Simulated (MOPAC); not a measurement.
**CH7B2N (SMILES BNBC): levels of theory compared**

We compute a comparison of 4 runs (AM1, MNDO, PM6, PM7) of CH7B2N. 

The results are computed with MOPAC 23.2.5.

4 further runs of the same task are left out: 1 that didn't finish, 3 set aside as unsound or not needed.

## (1) The structure to begin with

The species is CH7B2N (11 atoms), meant as a singlet with charge 0. As SMILES, `BNBC`. The shape is that of a GFN2-xTB optimisation. This is one conformer, not always the lowest.

Bond lengths: B1–N2 1.407 Å, N2–B3 1.419 Å, B3–C4 1.576 Å, B1–H5 1.173 Å, B1–H6 1.168 Å, N2–H7 1.012 Å, B3–H8 1.178 Å, C4–H9 1.085 Å, C4–H10 1.090 Å, C4–H11 1.089 Å. Some angles: B1–N2–B3 131.5°, N2–B3–C4 123.4°, B1–N2–H7 114.5°, B3–N2–H7 114.0°, N2–B1–H5 118.8°, N2–B1–H6 120.4°, N2–B3–H8 117.2°, C4–B3–H8 119.3°, B3–C4–H9 114.4°, B3–C4–H10 109.6°.

## (2) Energy and gradient at AM1 (run 1)

calc.mop reads:

```
AM1 DISP GRADIENTS BONDS 1SCF AUX(PRECISION=6) THREADS=1
gradient of CH7B2N

B 0.306310 1 -0.505530 1 1.700640 1
N 0.624350 1 -0.861170 1 0.377280 1
B 0.249380 1 -0.289930 1 -0.866410 1
C -0.696180 1 0.964090 1 -0.996320 1
H 0.756940 1 -1.137780 1 2.580310 1
H -0.393540 1 0.404300 1 1.916880 1
H 1.236550 1 -1.662670 1 0.293920 1
H 0.688130 1 -0.785330 1 -1.840890 1
H -1.186790 1 1.252850 1 -0.072990 1
H -0.120230 1 1.822550 1 -1.342640 1
H -1.464920 1 0.798620 1 -1.749760 1
```

Started as:

```console
$ mopac calc.mop
```

calc.out:

```text
MOPAC v23.2.5
AM1 CALCULATION RESULTS
[...]
           Empirical Formula: C H7 N B2  =    11 atoms
      MOLECULAR POINT GROUP   :   C1
[...]
     SCF FIELD WAS ACHIEVED
[...]
                              SUM =        -44.56172 KCAL/MOL = FINAL HEAT OF FORMATION
          TOTAL ENERGY            =       -572.26058 EV
          ELECTRONIC ENERGY       =      -1834.92746 EV
          CORE-CORE REPULSION     =       1262.66688 EV
          COSMO AREA              =        110.71 SQUARE ANGSTROMS
          COSMO VOLUME            =         95.27 CUBIC ANGSTROMS
          GRADIENT NORM           =        114.30347          =       34.46379 PER ATOM
          IONIZATION POTENTIAL    =         10.997559 EV
          HOMO LUMO ENERGIES (EV) =        -10.998  1.632
          NO. OF FILLED LEVELS    =         11
          MOLECULAR WEIGHT        =         54.6930         POINT GROUP:  C1
[...]
 DIPOLE           X         Y         Z       TOTAL
 POINT-CHG.     0.238    -0.246    -0.260     0.429
 HYBRID         0.158    -0.170    -0.089     0.249
 SUM            0.396    -0.416    -0.349     0.672
[...]
 * JOB ENDED NORMALLY *
[...]
```

It took 0.04 s on 1 thread of AMD EPYC 9R45 (Zen 5), shared host.

## (3) Energy and gradient at MNDO (run 2)

ch7b2n.mop reads:

```
MNDO 1SCF BONDS DISP GRADIENTS AUX(PRECISION=6) THREADS=1
CH7B2N

B 0.306310 1 -0.505530 1 1.700640 1
N 0.624350 1 -0.861170 1 0.377280 1
B 0.249380 1 -0.289930 1 -0.866410 1
C -0.696180 1 0.964090 1 -0.996320 1
H 0.756940 1 -1.137780 1 2.580310 1
H -0.393540 1 0.404300 1 1.916880 1
H 1.236550 1 -1.662670 1 0.293920 1
H 0.688130 1 -0.785330 1 -1.840890 1
H -1.186790 1 1.252850 1 -0.072990 1
H -0.120230 1 1.822550 1 -1.342640 1
H -1.464920 1 0.798620 1 -1.749760 1
```

Started as:

```console
$ mopac ch7b2n.mop
```

ch7b2n.out:

```text
MOPAC v23.2.5
MNDO CALCULATION RESULTS
[...]
           Empirical Formula: C H7 N B2  =    11 atoms
      MOLECULAR POINT GROUP   :   C1
[...]
     SCF FIELD WAS ACHIEVED
[...]
                              SUM =        -53.12728 KCAL/MOL = FINAL HEAT OF FORMATION
          TOTAL ENERGY            =       -577.24161 EV
          ELECTRONIC ENERGY       =      -1849.55038 EV
          CORE-CORE REPULSION     =       1272.30878 EV
          COSMO AREA              =        110.71 SQUARE ANGSTROMS
          COSMO VOLUME            =         95.27 CUBIC ANGSTROMS
          GRADIENT NORM           =         53.62697          =       16.16914 PER ATOM
          IONIZATION POTENTIAL    =         12.098895 EV
          HOMO LUMO ENERGIES (EV) =        -12.099  0.937
          NO. OF FILLED LEVELS    =         11
          MOLECULAR WEIGHT        =         54.6930         POINT GROUP:  C1
[...]
 DIPOLE           X         Y         Z       TOTAL
 POINT-CHG.     0.179    -0.191    -0.197     0.328
 HYBRID         0.281    -0.336    -0.094     0.448
 SUM            0.460    -0.527    -0.291     0.758
[...]
 * JOB ENDED NORMALLY *
[...]
```

It took 0.04 s on 1 thread of AMD EPYC 9R45 (Zen 5), shared host.

Run 3 isn't shown in full; the table further down has it.

## (4) Energy and forces at PM7 (run 4)

job.mop reads:

```
PM7 1SCF DISP GRADIENTS BONDS AUX(PRECISION=9) THREADS=1
CH7B2N, PM7

B 0.306310 1 -0.505530 1 1.700640 1
N 0.624350 1 -0.861170 1 0.377280 1
B 0.249380 1 -0.289930 1 -0.866410 1
C -0.696180 1 0.964090 1 -0.996320 1
H 0.756940 1 -1.137780 1 2.580310 1
H -0.393540 1 0.404300 1 1.916880 1
H 1.236550 1 -1.662670 1 0.293920 1
H 0.688130 1 -0.785330 1 -1.840890 1
H -1.186790 1 1.252850 1 -0.072990 1
H -0.120230 1 1.822550 1 -1.342640 1
H -1.464920 1 0.798620 1 -1.749760 1
```

Started as:

```console
$ mopac job.mop
```

job.out:

```text
MOPAC v23.2.5
PM7 CALCULATION RESULTS
[...]
           Empirical Formula: C H7 N B2  =    11 atoms
      MOLECULAR POINT GROUP   :   C1
[...]
     SCF FIELD WAS ACHIEVED
[...]
                              SUM =        -36.05371 KCAL/MOL = FINAL HEAT OF FORMATION
          TOTAL ENERGY            =       -517.97490 EV
          ELECTRONIC ENERGY       =      -1713.51964 EV
          CORE-CORE REPULSION     =       1195.54474 EV
          COSMO AREA              =        110.71 SQUARE ANGSTROMS
          COSMO VOLUME            =         95.27 CUBIC ANGSTROMS
          GRADIENT NORM           =         36.82712          =       11.10379 PER ATOM
          IONIZATION POTENTIAL    =         11.016524 EV
          HOMO LUMO ENERGIES (EV) =        -11.017 -0.958
          NO. OF FILLED LEVELS    =         11
          MOLECULAR WEIGHT        =         54.6930         POINT GROUP:  C1
[...]
 DIPOLE           X         Y         Z       TOTAL
 POINT-CHG.     0.344    -0.326    -0.345     0.586
 HYBRID         0.192    -0.219    -0.124     0.317
 SUM            0.536    -0.545    -0.470     0.897
[...]
 * JOB ENDED NORMALLY *
[...]
```

It took 0.04 s on 1 thread of AMD EPYC 9R45 (Zen 5), shared host.

## (5) All runs side by side

| run | level | heat of formation (kcal/mol) | dipole moment (D) | HOMO energy (eV) | LUMO energy (eV) | wall time |
| --- | --- | --- | --- | --- | --- | --- |
| 1 | AM1 | -44.56 | 0.67 | -11.00 | 1.63 | 0.04 s |
| 2 | MNDO | -53.13 | 0.76 | -12.10 | 0.94 | 0.04 s |
| 3 | PM6 | -33.89 | 0.98 | -10.86 | -0.03 | 0.04 s |
| 4 | PM7 | -36.05 | 0.90 | -11.02 | -0.96 | 0.04 s |

## (6) What came out

| quantity | value |
| --- | --- |
| run 4: total energy | -19.03523 Eh |
| run 4: dipole moment | 0.90 D |
| run 4: HOMO energy | -11.02 eV |
| run 4: LUMO energy | -0.96 eV |
| run 4: HOMO–LUMO gap | 10.06 eV |
| run 4: dispersion energy | -2.05 kJ/mol |
| run 4: heat of formation at this unrelaxed shape | -36.1 kcal/mol |
| run 4: largest force on an atom | 0.732 eV/Å |

The dipole moment (its size) runs from 0.67 D (AM1) to 0.98 D (PM6). The HOMO–LUMO gap runs from 10.06 eV (PM7) to 13.04 eV (MNDO). Force-field and semi-empirical energies have zeros of their own, so their totals don't compare. All runs together took 0.16 s, the longest 0.04 s.
